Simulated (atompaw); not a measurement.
**Pseudopotential generation for lutetium: PAW (atompaw), PBE**

Task: generate the file, and judge it by its logarithmic derivatives, its ghosts and its cutoff.

Method: atompaw 4.2.0.5, PBE, scalar-relativistic.

### Step 1. The atom and the settings

The settings as typed:

* element: lutetium (Lu, Z = 71)
* type: PAW
* frozen core: [Xe]
* valence charge: 17
* reference configuration: 4f14 5d1 6s2 6p0
* partial waves: 6s (bound); 6s channel at 2.7 Ry; 6p (bound, empty); 6p channel at 1.4 Ry; 5d (bound); 5d channel at 0.2 Ry; 4f (bound); 4f channel at 0.05 Ry
* local potential: troulliermartins scheme with l = 4 at 1 Ry, radius 2.65 bohr
* core correction: smooth core density matched at 2.50 bohr
* augmentation charge: gaussian compensation charge, radius 2.90 bohr; PAW radius 3.00 bohr; waves and projectors: bloechl

The outer shells as boxes (Hund's rule for the drawing; the calculation is spin-unpolarised):

```
[Xe] core
4f [↑↓][↑↓][↑↓][↑↓][↑↓][↑↓][↑↓]
5d [↑ ][  ][  ][  ][  ]
6s [↑↓]
6p [  ][  ][  ]
```

### Step 2. Generating the potential

Input file Lu.input:

```
Lu 71
GGA-PBE scalarrelativistic loggrid 2001 logderivrange -3 5 201
6 6 5 4 0 0
6 1 0
5 2 1
0 0 0
c
c
c
c
c
v
c
c
c
c
v
c
c
v
v
3
3.00 2.90 2.65 2.50
y
2.7
n
y
1.4
n
y
0.2
n
y
0.05
n
bloechl gaussian
4 1 troulliermartins
PWSCFOUT
UPFDX 0.0125d0 UPFXMIN -7.d0 UPFZMESH 71.d0
END
```

Launch:

```console
$ atompaw < Lu.input > Lu.log
```

Q: Predict the outcome of this session. Wanted: cutoffs for 10 and 1 mRy, occupied levels; bound ghosts; largest phase difference near zero energy, channels read; lowest eigenvalue of the overlap; share of valence orbitals outside the PAW sphere; UPF file.

The runs gave:

```
                                                quantity                              value
               cutoffs for 10 and 1 mRy, occupied levels                    30 Ry and 40 Ry
                                            bound ghosts                     p at -19.23 eV
largest phase difference near zero energy, channels read                          3.092 rad
         lowest eigenvalue of the overlap (Bessel basis)                          0.015 (d)
        share of valence orbitals outside the PAW sphere  6s 65 %, 6p 91 %, 5d 38 %, 4f 0 %
                                                UPF file                            written
```

It has a bound ghost (p), a state that the atom doesn't have, and that rules the file out. By its cutoff, 30 Ry for the looser tolerance, it is soft on the atom at that tolerance. The slowest occupied level is 4f: taken alone it needs 30 Ry to come within 1 mRy, against 18 Ry for 5d. Near zero energy the largest phase difference among the channels read is 3.09 rad, in the s channel. A step near π is an extra or missing state, not a misfit of shape. The pseudo curves have poles with no partner nearby in the atom's: s at 0.82 Ry, d at 1.55 Ry. At positive energy that is a spurious or a displaced resonance. All of this concerns the isolated atom, not yet a solid.
